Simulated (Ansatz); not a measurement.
# F2H2SSi2 + H2: a complex and its separated parts

The complex below is one end of an elementary step. How strongly is it bound against its free parts?

Program: Ansatz 0.2.0, Gaussian basis. Level of theory: PBE0-D4/def2-TZVP structures, single points in def2-TZVPP, no counterpoise correction. These are calculated values, not measurements.

Levels: SPW92, PBE-D4, BLYP-D4, r2SCAN-D4, B97M-V, PBE0-D4, B3LYP-D4, r2SCAN0-D4, BHLYP-D4, CAM-B3LYP-D4, wB97X-V, wB97M-V, B2PLYP, PBE-QIDH, RPA on PBE, Hartree-Fock, MP2, CCSD, CCSD(T).

Cores are frozen in the correlated methods. B3LYP uses VWN-RPA correlation. B2PLYP carries no dispersion term here.

57 further runs of the same task are left out: 1 that didn't finish, 56 set aside as unsound or not needed. Runs told in other sessions of the task aren't counted.

**1. Starting geometry**

The complex: 9 atoms, charge 0, spin multiplicity 1.

Atoms are counted from 1 here; the program's logs count them from 0.

Bond lengths: Si1–Si2 2.222 Å, Si1–S3 2.096 Å, Si1–F5 1.582 Å, Si1–F6 1.582 Å, Si2–S3 2.201 Å, Si2–H8 1.481 Å, Si2–H9 1.481 Å, H4–H7 0.747 Å. Angles: Si2–Si1–S3 61.2°, Si2–Si1–F5 125.2°, Si2–Si1–F6 124.9°, S3–Si1–F5 117.1°, S3–Si1–F6 117.1°, F5–Si1–F6 104.9°, Si1–Si2–S3 56.6°, Si1–Si2–H8 123.0°, Si1–Si2–H9 123.2°, S3–Si2–H8 114.1°, S3–Si2–H9 114.1°, H8–Si2–H9 111.8°, Si1–S3–Si2 62.2°.

Coordinates:

```mol
F2H4SSi2
  3D, bonds by distance, orders not assigned

  9  8  0  0  0  0  0  0  0  0999 V2000
   -1.3301    0.0387    1.2730 Si  0  0
    0.0443   -1.0138   -0.1202 Si  0  0
   -0.8289    0.9621   -0.5409 S   0  0
    2.0673    1.4793   -1.6955 H   0  0
   -2.8527   -0.3262    1.5001 F   0  0
   -0.8857    0.7721    2.6026 F   0  0
    2.6704    1.1722   -2.0116 H   0  0
    1.5168   -1.0032    0.0378 H   0  0
   -0.4014   -2.0812   -1.0453 H   0  0
  1  2  8  0
  1  3  8  0
  1  5  8  0
  1  6  8  0
  2  3  8  0
  2  8  8  0
  2  9  8  0
  4  7  8  0
M  END
```

Its parts: F2H2SSi2 holds atoms 1, 2, 3, 5, 6, 8, 9; H2 holds atoms 4, 7. Each part counts its atoms afresh in its own runs.

**2. Relaxing F2H2SSi2 alone**

File relax-a/in.yaml:

```yaml
crystal:
  periodic: [false, false, false]
  atoms:
    - {symbol: Si, position_ang: [-1.330078, 0.038702, 1.273011]}
    - {symbol: Si, position_ang: [0.044290, -1.013767, -0.120160]}
    - {symbol: S, position_ang: [-0.828880, 0.962064, -0.540913]}
    - {symbol: F, position_ang: [-2.852661, -0.326186, 1.500061]}
    - {symbol: F, position_ang: [-0.885703, 0.772120, 2.602581]}
    - {symbol: H, position_ang: [1.516787, -1.003238, 0.037804]}
    - {symbol: H, position_ang: [-0.401354, -2.081228, -1.045303]}
basis:
  gaussian: {orbitals: def2-TZVP}
hamiltonian: {xc: pbe0, dispersion: d4}
relax: {f_tol: 0.005, max_steps: 200}
```

Launch:

```sh
$ ansatz run in.yaml --threads 4 --pin off --events-out ev --progress --plain --max-ram 9574MiB
```

Further steps of the session: Relaxing H2 alone; SPW92/def2-TZVPP; PBE-D4/def2-TZVPP; BLYP-D4/def2-TZVPP; r2SCAN-D4/def2-TZVPP; B97M-V/def2-TZVPP; PBE0-D4/def2-TZVPP; B3LYP-D4/def2-TZVPP; r2SCAN0-D4/def2-TZVPP; BHLYP-D4/def2-TZVPP; CAM-B3LYP-D4/def2-TZVPP; wB97X-V/def2-TZVPP; wB97M-V/def2-TZVPP; B2PLYP/def2-TZVPP; PBE-QIDH/def2-TZVPP; RPA on PBE/def2-TZVPP; CCSD(T)/def2-TZVPP; Vibrations of F2H2SSi2; Vibrations of H2.

Before running it: what results should come out? Wanted: complex less parts, CCSD(T)/def2-TZVPP; with zero-point energy; largest T1 diagnostic.

As calculated:

```
                              quantity         value
complex less parts, CCSD(T)/def2-TZVPP  -1.85 kJ/mol
                with zero-point energy  +1.15 kJ/mol
                 largest T1 diagnostic         0.014
```

What this shows: At CCSD(T) the complex lies 1.85 kJ/mol below its parts. Among the functionals r2SCAN-D4 lands nearest to CCSD(T) (+0.13 kJ/mol) and SPW92 farthest (-3.84 kJ/mol). Mean unsigned error by rung: LDA 3.84, GGA 1.16, meta-GGA 0.45, hybrid 0.83, range-separated hybrid 0.80, double hybrid 0.81 kJ/mol. The double hybrids carry no dispersion term here, unlike the levels marked D4 or V. PBE-D4 gives a relative energy 1.93 kJ/mol too low, an error of 104 % of the reference. The complex's frequency run has imaginary modes: the structure is no minimum, so both the energy and the zero-point correction are in doubt. No counterpoise was applied, and triple zeta lacks some correlation, so the CCSD(T) reference has a basis error of its own, and close matches with it are partly luck.
